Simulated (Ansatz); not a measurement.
# Mg3SnO: the cell at several levels of theory

An exercise on one series of results from a longer session: the logs are not shown, and one member is left open.

Code: Ansatz 0.2.0. PAW datasets, plane waves, zero pressure. Note: simulated data, non-magnetic, for a generated structure that need not be the stable one.

### The cell

This is the cell as the run starts from it, not yet at rest; its lengths are not the crystal's.

It is cubic, Pm-3m (No. 221); a = 3.899 Å in the conventional setting, 11.85 Å³ an atom. Around Sn lie 12 Mg at 2.76 Å; around O lie 6 Mg at 1.95 Å; around Mg lie 2 O at 1.95 Å and 4 Sn at 2.76 Å.

As a file:

```xyz
5
Lattice="3.8990 0.0000 0.0000 0.0000 3.8990 0.0000 0.0000 0.0000 3.8990" Properties=species:S:1:pos:R:3 pbc="T T T"
Sn    0.0000    0.0000    0.0000
O     1.9495    1.9495    1.9495
Mg    1.9495    1.9495    0.0000
Mg    1.9495    0.0000    1.9495
Mg    0.0000    1.9495    1.9495
```

The first run:

Input file input.yaml:

```yaml
crystal:
  lattice:
    - [3.89897514, 0.0, 0.0]
    - [0.0, 3.89897514, 0.0]
    - [0.0, 0.0, 3.89897514]
  atoms:
    - { symbol: Sn, position: [0.0, 0.0, 0.0] }
    - { symbol: O, position: [0.5, 0.5, 0.5] }
    - { symbol: Mg, position: [0.5, 0.5, 0.0] }
    - { symbol: Mg, position: [0.5, 0.0, 0.5] }
    - { symbol: Mg, position: [0.0, 0.5, 0.5] }
kpoints:
  mp_grid: { grid: [6, 6, 6] }
hamiltonian:
  xc: pbe
scf:
  occupations: { method: fermi_dirac, width: 0.02 }
relax:
  f_tol: 0.005
  cell: {}
```

Launch:

```sh
$ ansatz run input.yaml --threads 2 --pin off --max-ram 29491MiB --backend cpu --events-out ev --progress --plain --runs-dir out
```

Steps of the session up to this table: Relaxing with PBE; Relaxing with r2SCAN; PBEsol: cell and atoms; Relaxing with LDA.

One of the session's tables, all rows but one given; the rest of the session is left out.

```
 level  a (Å)  volume (Å³/atom)
   PBE  4.389            16.907
r2SCAN  4.345            16.407
PBEsol  4.347            16.426
   LDA      ?                 ?
```

Estimate the missing values for LDA.

The run gave: a (Å): 4.289; volume (Å³/atom): 15.781. In the column «a (Å)» it is the lowest.

LDA gives the smallest cell and PBE the largest; they differ by 7.1 % in volume, a mean of 2.3 % in length.
